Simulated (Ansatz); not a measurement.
# GeH₅O (doublet): wave-function methods side by side at distance O1–H3 along a hydrogen transfer = 1.270 Å, cc-pVDZ

An exercise on one series of results from a longer session: the logs are not shown, and one member is left open.

The runs use Ansatz 0.2.0, Gaussian basis; cc-pVDZ, core rule «outside noble gas», up to 15 orbitals frozen.

To be run: UHF; CCSD(T) on ROHF; CCSD(T) on UHF; BCCD(T) on ROHF; CISD; CCSDT(Q) on ROHF; CCSDT(Q) on UHF; CASSCF and MRCISD+Q, 3 electrons in 3 orbitals; CASSCF and NEVPT2, 3 electrons in 3 orbitals.

## What is computed

The geometry derives from fragments relaxed apart (PBE0/def2-TZVP) and kept rigid, so it is no stationary point. A hydrogen atom is moved between rigid fragments. No spin-orbit coupling is included. The filled d shell of Ge may be among the frozen orbitals whatever the setting's name suggests; the logs give the count.

7 atoms, charge 0, spin multiplicity 2.

Atoms are counted from 1 here; the program's logs count them from 0.

Bond lengths: O1–H2 0.960 Å, O1–H3 1.270 Å, H3–Ge4 1.943 Å, Ge4–H5 1.539 Å, Ge4–H6 1.539 Å, Ge4–H7 1.539 Å. Angles: H2–O1–H3 105.1°, O1–H3–Ge4 180.0°, H3–Ge4–H5 107.7°, H3–Ge4–H6 107.7°, H3–Ge4–H7 107.7°, H5–Ge4–H6 111.2°, H5–Ge4–H7 111.2°, H6–Ge4–H7 111.2°.

Set-up of the first run:

in.yaml reads:

```yaml
crystal:
  periodic: [false, false, false]
  atoms:
    - {symbol: O, position_ang: [-2.621223, -0.009969, -0.000001]}
    - {symbol: H, position_ang: [-2.870533, 0.916606, -0.000001]}
    - {symbol: H, position_ang: [-1.351223, -0.009969, -0.000001]}
    - {symbol: Ge, position_ang: [0.591777, -0.009969, 0.000000]}
    - {symbol: H, position_ang: [1.060445, -1.475884, 0.000000]}
    - {symbol: H, position_ang: [1.060446, 0.722988, -1.269519]}
    - {symbol: H, position_ang: [1.060445, 0.722988, 1.269520]}
basis:
  gaussian: {orbitals: cc-pVDZ}
magnetization: {spin_polarized: true, initial_magnetization: 1}
hamiltonian: {xc: hf}
output: {orbitals: {seedname: orbitals}}
```

On the command line:

```
$ ansatz run in.yaml --threads 1 --pin off --events-out ev --progress --plain --max-ram 4096MiB --backend cpu
```

Among the steps run: UHF; CCSD(T) on ROHF; CCSD(T) on UHF; BCCD(T) on ROHF; CISD; CCSDT(Q) on ROHF; CCSDT(Q) on UHF; CASSCF and MRCISD+Q, 3 electrons in 3 orbitals; CASSCF and NEVPT2, 3 electrons in 3 orbitals.

One of the session's tables, all rows but one given; the rest of the session is left out.

```
       method  from UCCSDT(Q) (meV)
         ROHF               +9750.7
          UHF               +9442.5
         RMP2               +1154.1
         UMP2               +1350.8
         CISD               +1157.5
        RCCSD                     ?
        UCCSD                +237.0
     RCCSD(T)                 +49.3
     UCCSD(T)                 +49.4
      BCCD(T)                 +49.3
       RCCSDT                 +24.4
       UCCSDT                 +21.0
    RCCSDT(Q)                  +2.0
    UCCSDT(Q)                     0
  CASSCF pair               +8801.6
  NEVPT2 pair               +1158.9
  MRCISD pair                +955.9
MRCISD+Q pair                +150.7
```

Estimate the missing values for RCCSD.

**Answer.** from UCCSDT(Q) (meV): +250.7. In the column «from UCCSDT(Q) (meV)» it lies between UCCSD (+237.0) and MRCISD pair (+955.9).

Caveats from the session: Restricted and unrestricted rows rest on different reference determinants; where their highest levels disagree by more than a few hundredths of an eV, they describe different states and don't form one ladder.
